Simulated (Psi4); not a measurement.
# doublet C3H7I+: levels of theory compared

Wanted: a comparison of 3 runs (U-r2SCAN/def2-SVP, UM06-L/def2-SVP, UTPSS/def2-SVP) of doublet C3H7I+. 

The results are computed with Psi4 1.11.

**1. Starting point**

C3H7I+ has 11 atoms, charge +1, and is taken as a doublet. SMILES of the parent species: `CCCI`. The shape is that of a PBE0-D4/def2-TZVP optimisation. This is one conformer, not always the lowest. That shape belongs to the parent species and isn't relaxed for this state.

Bond lengths: C1–C2 1.517 Å, C2–C3 1.510 Å, C3–I4 2.153 Å, C1–H5 1.092 Å, C1–H6 1.092 Å, C1–H7 1.094 Å, C2–H8 1.094 Å, C2–H9 1.098 Å, C3–H10 1.089 Å, C3–H11 1.087 Å. Some angles: C1–C2–C3 114.5°, C2–C3–I4 113.1°, C1–C2–H8 110.4°, C1–C2–H9 109.5°, C3–C2–H8 109.5°, C3–C2–H9 106.4°, C2–C1–H5 110.9°, C2–C1–H6 111.1°, C2–C1–H7 111.1°, C2–C3–H10 112.4°.

**2. Energy and gradient at U-r2SCAN/def2-SVP (core potential) (run 1)**

File input.in:

```
memory 1.6 GB

molecule m {
  1 2
  C     -0.125200     1.299500    -0.133500
  C      0.263600    -0.096100    -0.582400
  C      0.133400    -1.155500     0.486200
  I     -1.903200    -1.498100     1.094200
  H      0.037200     2.024800    -0.933000
  H     -1.178800     1.342200     0.150800
  H      0.467000     1.614400     0.730200
  H     -0.318100    -0.389200    -1.461100
  H      1.316300    -0.099900    -0.895100
  H      0.654300    -0.885400     1.403800
  H      0.478900    -2.129600     0.148100
  symmetry c1
  no_reorient
  no_com
}

set globals {
  basis                def2-SVP
  reference            uks
  puream               true
  e_convergence        1e-09
  d_convergence        1e-08
  scf_type             pk
  dft_radial_points    99
  dft_spherical_points 590
  maxiter              200
}

E, wfn = gradient("r2scan", return_wfn=True)
oeprop(wfn, "MAYER_INDICES", "DIPOLE", "QUADRUPOLE")
```

Started as:

```console
$ psi4 -i input.in -o input.out -n 1
```

input.out:

```text
[...]
    !!!  WARNING: ECP capability is in beta. Please check occupations closely.  !!!
[...]
  Running in c1 symmetry.
[...]
  Nuclear repulsion =  189.033418188228637
[...]
  Multiplicity = 2
[...]
  Nalpha       = 25
  Nbeta        = 24
[...]
    Number of basis functions: 103
[...]
   @UKS iter   1:  -415.47726794893970   -2.41513e+00   7.83994e-03 DIIS/ADIIS
[...]
   @UKS iter  23:  -415.83888014910821   -2.87059e-11   3.70945e-09 DIIS
[...]
   @S^2 Observed:                7.532616301E-01
[...]
    Orbital Energies [Eh]
    ---------------------
    Alpha Occupied:
       1A    -10.313685     2A    -10.240823     3A    -10.209636
       4A     -7.069526     5A     -5.092913     6A     -5.084919
       7A     -5.070623     8A     -2.146461     9A     -2.145390
      10A     -2.133840    11A     -2.127164    12A     -2.125032
      13A     -0.987756    14A     -0.916141    15A     -0.834245
      16A     -0.739481    17A     -0.644172    18A     -0.625704
      19A     -0.584232    20A     -0.557993    21A     -0.532412
      22A     -0.509903    23A     -0.501999    24A     -0.489139
      25A     -0.484231
    Alpha Virtual:
[...]
  @UKS Final Energy:  -415.83888014910821
   => Energetics <=
    Nuclear Repulsion Energy =            189.0334181882286373
    One-Electron Energy =               -1039.9525512429195260
    Two-Electron Energy =                 475.9295297364972726
    DFT Exchange-Correlation Energy =     -40.8492768309146257
    Empirical Dispersion Energy =           0.0000000000000000
    VV10 Nonlocal Energy =                  0.0000000000000000
    Total Energy =                       -415.8388801491082063
[...]
  -Total Gradient:
     Atom            X                  Y                   Z
    ------   -----------------  -----------------  -----------------
       1       -0.010409292946     0.002391659063    -0.000893033968
       2        0.011147821078     0.001490482453    -0.001507246974
       3       -0.007031172666    -0.022106116197     0.012119305756
       4        0.005123039034     0.002498226987    -0.002158010382
       5        0.000596954516    -0.003374230808     0.003268542179
       6        0.011324388722     0.000084692519    -0.001983354773
       7       -0.002471545464    -0.003028073975    -0.004388198498
       8        0.001152439519     0.001940462351     0.006389436620
       9       -0.006359381921     0.002360182477     0.000158925970
      10       -0.002618224701     0.001904984423    -0.011310693034
      11       -0.000700627849     0.015766337779     0.000376896954
[...]
 Multipole Moments:
 ------------------------------------------------------------------------------------
     Multipole            Electronic (a.u.)      Nuclear  (a.u.)        Total (a.u.)
 ------------------------------------------------------------------------------------
 L = 1.  Multiply by 2.5417464519 to convert [e a0] to [Debye]
 Dipole X            :         82.3881130          -84.0784507           -1.6903377
 Dipole Y            :         65.5349688          -67.4401680           -1.9051993
 Dipole Z            :        -46.3069783           47.4708651            1.1638868
 Magnitude           :                                                    2.8002961
 L = 2.  Multiply by 1.3450342976 to convert [e a0^2] to [Debye ang]
 Quadrupole XX       :       -362.9479127          340.2236263          -22.7242864
 Quadrupole XY       :       -233.1623737          238.7854818            5.6231081
[...]
```

Run time: 4.7 min. Hardware: 1 thread of AMD EPYC 7R43 (Zen 3), shared host; peak memory 0.73 GiB.

**3. Energy and gradient at UM06-L/def2-SVP (core potential) (run 2)**

File job.inp:

```
memory 1600 mb

molecule {
  1 2
  C     -0.125200     1.299500    -0.133500
  C      0.263600    -0.096100    -0.582400
  C      0.133400    -1.155500     0.486200
  I     -1.903200    -1.498100     1.094200
  H      0.037200     2.024800    -0.933000
  H     -1.178800     1.342200     0.150800
  H      0.467000     1.614400     0.730200
  H     -0.318100    -0.389200    -1.461100
  H      1.316300    -0.099900    -0.895100
  H      0.654300    -0.885400     1.403800
  H      0.478900    -2.129600     0.148100
  symmetry c1
  no_reorient
  no_com
}

set basis def2-SVP
set reference uks
set puream true
set e_convergence 1e-09
set d_convergence 1e-08
set scf_type pk
set dft_radial_points 99
set dft_spherical_points 590
set maxiter 200

e, wfn = gradient('m06-l', return_wfn=True)
oeprop(wfn, 'MULLIKEN_CHARGES', 'QUADRUPOLE', 'WIBERG_LOWDIN_INDICES')
print_variables()
```

Started as:

```console
$ psi4 job.inp job.out -n 1
```

job.out, cut to the lines that bear on the results:

```text
[...]
    !!!  WARNING: ECP capability is in beta. Please check occupations closely.  !!!
[...]
  Running in c1 symmetry.
[...]
  Nuclear repulsion =  189.033418188228637
[...]
  Multiplicity = 2
[...]
  Nalpha       = 25
  Nbeta        = 24
[...]
    Number of basis functions: 103
[...]
   @UKS iter   1:  -415.60262866001551   -2.40971e+00   7.62009e-03 ADIIS/DIIS
[...]
   @UKS iter  19:  -415.95883478965709   -3.92220e-12   2.41896e-09 DIIS
[...]
   @S^2 Observed:                7.521156826E-01
[...]
  @UKS Final Energy:  -415.95883478965709
   => Energetics <=
    Nuclear Repulsion Energy =            189.0334181882286373
    One-Electron Energy =               -1039.6947052593118315
    Two-Electron Energy =                 475.6888829810646939
    DFT Exchange-Correlation Energy =     -40.9864306996386176
    Empirical Dispersion Energy =           0.0000000000000000
    VV10 Nonlocal Energy =                  0.0000000000000000
    Total Energy =                       -415.9588347896570895
[...]
  -Total Gradient:
     Atom            X                  Y                   Z
    ------   -----------------  -----------------  -----------------
       1       -0.012181519556     0.006527486832     0.001145203583
       2        0.010558844099    -0.000295457331    -0.005504773293
       3       -0.001183221706    -0.022930889736     0.014578323074
       4        0.001857904119     0.001602360499    -0.001295435461
       5        0.001332624352    -0.002566195169     0.001252932166
       6        0.009871262810    -0.000158569883    -0.001747923281
       7       -0.001156408767    -0.002815994904    -0.002888408715
       8        0.000023183050     0.001548500107     0.005381109666
       9       -0.004155590525     0.002142208073     0.000517799551
      10       -0.003223263491     0.002804529016    -0.010340003039
      11       -0.001762983809     0.014209153508    -0.001114047770
[...]
```

Wall time 4.1 min (1 thread of AMD EPYC 7R43 (Zen 3), shared host); peak memory 0.73 GiB.

**4. Energy and gradient at UTPSS/def2-SVP (core potential) (run 3)**

File calc.in:

```
memory 1.6 GB

molecule mol {
  1 2
  C
  C 1 R2
  C 2 R3 1 A3
  I 3 R4 2 A4 1 D4
  H 1 R5 2 A5 3 D5
  H 1 R6 5 A6 2 D6
  H 1 R7 5 A7 6 D7
  H 2 R8 3 A8 4 D8
  H 2 R9 8 A9 3 D9
  H 3 R10 2 A10 8 D10
  H 3 R11 10 A11 2 D11

  R2 = 1.516699
  R3 = 1.51036
  A3 = 114.45106
  R4 = 2.152854
  A4 = 113.14038
  D4 = 65.86111
  R5 = 1.09162
  A5 = 110.88354
  D5 = 177.20282
  R6 = 1.092118
  A6 = 107.95093
  D6 = -121.93828
  R7 = 1.093545
  A7 = 107.85236
  D7 = -116.2192
  R8 = 1.093799
  A8 = 109.54682
  D8 = -58.68775
  R9 = 1.098168
  A9 = 106.26733
  D9 = 114.51696
  R10 = 1.089165
  A10 = 112.38906
  D10 = -177.03119
  R11 = 1.087452
  A11 = 109.39781
  D11 = 125.58081
  symmetry c1
}

set globals {
  reference uks
  puream true
  e_convergence 1e-09
  d_convergence 1e-08
  scf_type pk
  dft_radial_points 99
  dft_spherical_points 590
  maxiter 200
}

e_tot, wfn = gradient("tpss/def2-SVP", return_wfn=True)
print_variables()
```

Started as:

```console
$ psi4 calc.in calc.out -n 1
```

calc.out, cut to the lines that bear on the results:

```text
[...]
    !!!  WARNING: ECP capability is in beta. Please check occupations closely.  !!!
[...]
  Running in c1 symmetry.
[...]
  Nuclear repulsion =  189.033397408857894
[...]
  Multiplicity = 2
[...]
  Nalpha       = 25
  Nbeta        = 24
[...]
    Number of basis functions: 103
[...]
   @UKS iter   1:  -415.32759550471769   -2.32467e+00   8.13708e-03 ADIIS/DIIS
[...]
   @UKS iter  19:  -415.72002808485735   -1.81331e-11   5.61117e-09 DIIS
[...]
   @S^2 Observed:                7.518892434E-01
[...]
  @UKS Final Energy:  -415.72002808485735
   => Energetics <=
    Nuclear Repulsion Energy =            189.0333974088578941
    One-Electron Energy =               -1039.9142516734609671
    Two-Electron Energy =                 475.8984318653844525
    DFT Exchange-Correlation Energy =     -40.7376056856387621
    Empirical Dispersion Energy =           0.0000000000000000
    VV10 Nonlocal Energy =                  0.0000000000000000
    Total Energy =                       -415.7200280848573470
[...]
 Multipole Moments:
[...]
  -Total Gradient:
     Atom            X                  Y                   Z
    ------   -----------------  -----------------  -----------------
       1        0.011748911756    -0.002326506459    -0.000232894734
       2       -0.010755965718     0.000624165575    -0.001580764259
       3        0.007783050349    -0.016669848039     0.014151968199
       4       -0.006941596947     0.005704423463    -0.000363469257
       5       -0.000808485574    -0.005844765682     0.002662880472
       6       -0.012554520268     0.006024849903     0.003452520514
       7        0.005326286420     0.003451960069     0.004213296905
       8       -0.004447378445    -0.005352674878    -0.003573784884
       9        0.007009116215    -0.001577786814    -0.003628976596
      10        0.005967963852     0.011174118159     0.001147235247
      11       -0.002325163416     0.004790817717    -0.016248512667
[...]
```

Run time: 4 min. Hardware: 1 thread of AMD EPYC 7R43 (Zen 3), shared host; peak memory 0.73 GiB.

**5. All runs side by side**

```
run                               level  energy (Eh)  HOMO energy (eV)  LUMO energy (eV)   ⟨S²⟩  wall time
  1  U-r2SCAN/def2-SVP (core potential)  -415.838880            -12.92            -12.40  0.753    4.7 min
  2    UM06-L/def2-SVP (core potential)  -415.958835            -12.72            -12.45  0.752    4.1 min
  3     UTPSS/def2-SVP (core potential)  -415.720028            -12.68            -12.52  0.752      4 min
```

**6. What came out**

| quantity | value |
| --- | --- |
| run 3: total energy | -415.72003 Eh |
| run 3: HOMO energy (highest over α and β) | -12.68 eV |
| run 3: LUMO energy (lowest over α and β) | -12.52 eV |
| run 3: ⟨S²⟩ | 0.752 |
| run 3: largest force on an atom | 1.194 eV/Å |

Totals of different functionals can't be ranked against each other. All runs together took 13 min, the longest 4.7 min.
